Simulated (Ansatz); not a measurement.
**BClH4OSi: taking an electron away**

One table from this session's results is given with a row withheld; the runs are named, their logs left out.

Computed with Ansatz 0.2.0, Gaussian basis. Level: unrestricted cation, the program's frozen cores in correlated methods.

The runs, in order: UKS PBE-D4/def2-TZVPP; UKS r2SCAN-D4/def2-TZVPP; UKS PBE0-D4/def2-TZVPP; UKS B3LYP-D4/def2-TZVPP; UKS wB97X-V/def2-TZVPP; UKS wB97M-V/def2-TZVPP; UKS B2PLYP/def2-TZVPP; UHF-CCSD(T)/def2-TZVPP; UHF-CCSD(T)/def2-QZVPP; extrapolation to the limit; then −ε(HOMO) from the neutral's earlier runs with LDA (SPW92), PBE-D4, revPBE-D4, BLYP-D4, r2SCAN-D4, B97M-V, PBE0-D4, B3LYP-D4, r2SCANh-D4, r2SCAN0-D4, HSE06-D4, BHLYP-D4, CAM-B3LYP-D4, LC-ωPBE, ωB97X-V, ωB97M-V.

### The relaxed structure

An earlier PBE0-D4 in a triple-zeta def2 set relaxation fixed the geometry.

SMILES `[SiH3]OBCl`, 8 atoms, charge 0, spin multiplicity 1.

Atoms are counted from 1 here; the program's logs count them from 0.

Bond lengths: Si1–O2 1.668 Å, Si1–H5 1.482 Å, Si1–H6 1.479 Å, Si1–H7 1.482 Å, O2–B3 1.335 Å, B3–Cl4 1.771 Å, B3–H8 1.191 Å. Angles: O2–Si1–H5 109.7°, O2–Si1–H6 105.7°, O2–Si1–H7 109.7°, H5–Si1–H6 110.5°, H5–Si1–H7 110.6°, H6–Si1–H7 110.5°, Si1–O2–B3 132.7°, O2–B3–Cl4 120.6°, O2–B3–H8 121.4°, Cl4–B3–H8 118.0°.

Set-up of the first run:

File in.yaml:

```yaml
crystal:
  periodic: [false, false, false]
  atoms:
    - {symbol: Si, position_ang: [-0.210681, 1.170375, -0.170782]}
    - {symbol: O, position_ang: [-0.430835, -0.296191, 0.593352]}
    - {symbol: B, position_ang: [0.109494, -1.502945, 0.408847]}
    - {symbol: Cl, position_ang: [1.316907, -1.766712, -0.859571]}
    - {symbol: H, position_ang: [-0.576679, 1.048832, -1.601348]}
    - {symbol: H, position_ang: [-1.114025, 2.119522, 0.516086]}
    - {symbol: H, position_ang: [1.199720, 1.601496, -0.028853]}
    - {symbol: H, position_ang: [-0.201802, -2.431478, 1.086568]}
basis:
  gaussian: {orbitals: def2-TZVPP}
total_charge: 1
magnetization: {spin_polarized: true, initial_magnetization: 1}
hamiltonian: {xc: pbe, dispersion: d4}
```

Run with:

```console
$ ansatz run in.yaml --threads 2 --pin off --events-out ev --progress --plain --max-ram 32768MiB --backend cpu
```

Among the steps run: Cation, UKS PBE-D4/def2-TZVPP; Cation, UKS r2SCAN-D4/def2-TZVPP; Cation, UKS PBE0-D4/def2-TZVPP; Cation, UKS B3LYP-D4/def2-TZVPP; Cation, UKS wB97X-V/def2-TZVPP; Cation, UKS wB97M-V/def2-TZVPP; Cation, UKS B2PLYP (frozen core)/def2-TZVPP; Cation, UHF-CCSD(T)/def2-TZVPP; Cation, UHF-CCSD(T)/def2-QZVPP.

One of the session's tables, all rows but one given; the rest of the session is left out.

It belongs to the step «Ionisation energies side by side». For comparison, −ε(HOMO) of the neutral from earlier runs:

| functional | −ε(HOMO) (eV) |
| --- | --- |
| LDA (SPW92) | 7.74 |
| PBE-D4 | 7.64 |
| revPBE-D4 | 7.60 |
| BLYP-D4 | 7.50 |
| r2SCAN-D4 | 8.00 |
| B97M-V | 8.12 |
| PBE0-D4 | 9.05 |
| B3LYP-D4 | ? |
| r2SCANh-D4 | 8.51 |
| r2SCAN0-D4 | 9.29 |
| HSE06-D4 | 8.65 |
| BHLYP-D4 | 10.36 |
| CAM-B3LYP-D4 | 10.45 |
| LC-ωPBE | 11.86 |
| ωB97X-V | 11.50 |
| ωB97M-V | 11.33 |

Q: Estimate the row for B3LYP-D4 from the others.

Worked estimate for «−ε(HOMO) (eV)». Against the share of exact exchange, BLYP-D4 (0, 7.50), BHLYP-D4 (0.5, 10.36) give a slope of 5.72 per unit share; at 0.2 the line stands at 8.64.

**Answer.** −ε(HOMO) (eV): 8.80. In «−ε(HOMO) (eV)» the line misses by -0.16.
